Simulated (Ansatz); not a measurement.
A run of Ansatz 0.2.0:

Contents of input.yaml:

```yaml
crystal:
  lattice:
    - [3.30256, 0.0, 0.0]
    - [0.0, 3.30256, 0.0]
    - [0.0, 0.0, 24.90768]
  atoms:
    - { symbol: Ta, position: [0.5, 0.5, 0.3011119462] }
    - { symbol: Ta, position: [0.0, 0.0, 0.3674079641] }
    - { symbol: Ta, position: [0.5, 0.5, 0.4337039821] }
    - { symbol: Ta, position: [0.0, 0.0, 0.5] }
    - { symbol: Ta, position: [0.5, 0.5, 0.5662960179] }
    - { symbol: Ta, position: [0.0, 0.0, 0.6325920359] }
    - { symbol: Ta, position: [0.5, 0.5, 0.6988880538] }
hamiltonian:
  xc: pbe
  pseudopotentials: { kind: paw }
kpoints:
  mp_grid: { grid: [8, 8, 1] }
scf:
  occupations: { method: fermi_dirac, width: 0.05 }
output:
  forces: true
  eigenvalues: true
efield:
  axis: 3
  dipole_correction: true
  ramp_width: 0.04
```

Potentials or basis: Ansatz PAW.

Launch:

```console
$ ansatz run input.yaml --threads 4 --pin off --max-ram 11264MiB --backend cpu --events-out ev --progress --plain --runs-dir out
```

Hardware: 4 threads of Arm Neoverse V2 (shared host).

**Question.** How long does it take, and how much memory?

**Answer.** Run time: 3.7 s on 4 threads of Arm Neoverse V2, on a shared host, peak memory 0.65 GiB. Counts: scf iterations 8, plane waves 5363, k points 15, bands 55.
